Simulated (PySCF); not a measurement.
# ZrCl2: the energy surface near the minimum

How stiff is ZrCl2 (triplet) against rigid distortions? The scans start from its r2SCAN minimum.

Method: r2SCAN, basis Zr def2-TZVP with ECP28, Cl def2-TZVP, scalar-relativistic core potentials, no spin–orbit coupling, density fitting; program: PySCF 2.14.0.

## 1. The starting structure

3 atoms, charge 0, spin multiplicity 3.

Bond lengths: Zr1–Cl2 2.352 Å, Zr1–Cl3 2.352 Å. Angles: Cl2–Zr1–Cl3 141.9°.

Z-matrix (Å, degrees; charge 0 multiplicity 3):
```
Zr
Cl 1 2.3515
Cl 1 2.3515 2 141.93
```

## 2. Breathing scan

One driver script runs all scans and calls PySCF for each point, on a (75, 302) grid.

Run with:

```
> OMP_NUM_THREADS=2 python axn.py task.json out
```

A rigid scan with r2SCAN: all bonds to the central atom are scaled together. Each point starts from its neighbour's orbitals, and energies count from the minimum.

```
scale of all bonds to the centre  energy (kJ/mol)  dipole size (D)  ⟨S²⟩
                            0.88            176.2             0.78  2.01
                            0.92             68.2             1.09  2.01
                            0.96             14.9             1.43  2.01
                            1.00              0.0             1.78  2.01
                            1.04             11.6             2.13  2.01
                            1.08             40.9             2.49  2.01
                            1.14            105.1             3.02  2.01
                            1.22            208.3             3.69  2.02
                            1.35            379.8             4.64  2.04
```

The scan ran for 48 s (2 threads of Intel Xeon 6975P-C (Granite Rapids), shared host).

## 3. Stretching one bond

A rigid scan with r2SCAN: the bond from Zr to the last atom (Cl) is scaled and the rest held.

```
scale of one bond  energy (kJ/mol)  dipole size (D)  ⟨S²⟩
             0.92             31.1             1.79  2.01
             0.96              6.8             1.69  2.01
             1.00              0.0             1.78  2.01
             1.05              8.0             2.11  2.01
             1.12             37.2             2.82  2.01
             1.20             82.6             3.76  2.01
             1.35            173.5             5.56  2.01
             1.55            277.1             7.62  2.04
             1.80            364.2             8.50  2.24
             2.20            422.5             8.49  2.50
```

The scan took 2.3 min.

⟨S²⟩ grows along the scan: the determinant mixes in higher spin as the pair uncouples.

## 4. Bending curve

A rigid scan with r2SCAN: the Cl–Zr–Cl angle changes, with bonds held.

```
bond angle (°)  energy (kJ/mol)  dipole size (D)  ⟨S²⟩
            80             92.3             4.43  2.01
            90             52.3             4.07  2.01
           100             28.9             3.70  2.01
           110             14.5             3.30  2.01
           120              6.0             2.86  2.01
           130              1.6             2.38  2.01
           140              0.0             1.88  2.01
           150              0.5             1.36  2.01
           160              2.1             0.88  2.01
           170              3.5             0.42  2.01
           180              4.1             0.00  2.01
```

The scan took 58 s.

## 5. Bend–stretch map

A rigid scan with r2SCAN: rows scale both bonds, columns set the Cl–Zr–Cl angle.

Energy (kJ/mol):

```
scale \ angle     90   105   120   135   150   165   180
         0.94   80.1  46.7  34.7  33.8  39.2  45.9  49.0
         0.97   57.0  24.7  11.0   7.5   9.8  14.0  16.1
         1.00   52.3  20.8   6.0   0.5   0.5   2.9   4.1
         1.03   61.3  30.7  15.0   8.0   6.3   7.3   8.0
         1.06   80.6  50.7  34.5  26.4  23.4  23.3  23.6
         1.10  117.4  88.5  71.8  62.7  58.5  57.5  57.3
```

The map took 3.6 min.

Best bond scale on the grid: 1.00 at 90°, 1.00 at 105°, 1.00 at 120°, 1.00 at 135°, 1.00 at 150°, 1.00 at 165°, 1.00 at 180°.

## 6. Map over both bonds

A rigid scan with r2SCAN: rows scale the first bond (Zr–Cl), columns the second (Zr–Cl).

Energy (kJ/mol):

```
scale \ scale  0.94  0.97  1.00  1.04  1.09   1.15
         0.94  35.8  21.5  16.3  19.8  35.4   63.8
         0.97  21.5   8.1   3.7   8.1  24.7   54.2
         1.00  16.3   3.7   0.0   5.3  22.9   53.3
         1.04  19.8   8.1   5.3  11.6  30.3   61.9
         1.09  35.4  24.7  22.9  30.3  50.3   83.2
         1.15  63.8  54.2  53.3  61.9  83.2  117.3
```

The map ran for 3.1 min (2 threads of Intel Xeon 6975P-C (Granite Rapids), shared host).

## 7. What came out

| quantity | value |
| --- | --- |
| all bonds 4 % longer | 11.6 kJ/mol |
| one bond 20 % longer | 82.6 kJ/mol |
| linear shape, bonds held | 4.1 kJ/mol |

In words: Shortening all bonds by 4 % costs 14.9 kJ/mol and lengthening them 11.6: the wall is steeper on the short side. Held rigid otherwise, the linear shape costs 4 kJ/mol, so the molecule is floppy along this path. Other spin states or occupations of the open shell can lie lower.
